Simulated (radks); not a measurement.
**Mo¹⁶⁺ in [Ne] 3s2 3p5.75 3d8 4s0.25: an all-electron calculation**

An exercise on one series of results from a longer session: the logs are not shown, and one member is left open.

Program: radks (a radial shooting solver on a logarithmic mesh, Libxc functionals) version 1. Level of theory: Dirac Kohn-Sham, LDA (Slater exchange, Perdew-Wang correlation), spin-unpolarised, spherical densities, finite nucleus; open shells fill j = l - 1/2 first. These are calculated values, not measurements, unless marked.

### The system

* element: molybdenum (Z = 42)
* charge: +16
* electrons: 26
* configuration: [Ne] 3s2 3p5.75 3d8 4s0.25
* nuclear rms radius: 4.4091 fm

The first run:

The run's settings:

```text
Z 42
configuration [Ne] 3s2 3p5.75 3d8 4s0.25 4p0 5s0 4d0 4f0
relativity Dirac
functional lda,pw
spin unpolarised
j_filling energy
nucleus finite rms 4.4091 fm
c 137.035999084
```

One table of the session follows, with a row left open; its other results are not shown here.

It belongs to the step «Orbitals and density». From the orbitals of this run (lengths in bohr):

```
level      <r>  outermost maximum (interpolated)  90 % within  nodes
1s1/2  0.03520                            0.0229       0.0631      0
2s1/2   0.1533                             0.130        0.237      1
2p1/2   0.1305                             0.101        0.214      0
2p3/2   0.1351                             0.105        0.220      0
3s1/2   0.4164                             0.378        0.612      2
3p1/2   0.4075                             0.364        0.612      1
3p3/2   0.4168                             0.372        0.625      1
3d3/2   0.3854                             0.309        0.607      0
3d5/2   0.3883                             0.311        0.611      0
4s1/2   0.8922                             0.862         1.26      3
4p1/2   0.9125                             0.879         1.30      2
4p3/2        ?                                 ?            ?      ?
4d3/2   0.9587                             0.918         1.40      1
4d5/2   0.9625                             0.922         1.40      1
4f5/2   0.9687                             0.850         1.43      0
4f7/2   0.9698                             0.851         1.43      0
5s1/2    1.558                              1.59         2.16      4
```

**Question.** Estimate the row for 4p3/2.

The run gave: <r>: 0.9263; outermost maximum (interpolated): 0.894; 90 % within: 1.32; nodes: 2. In the column «<r>» it lies between 4p1/2 (0.9125) and 4d3/2 (0.9587).
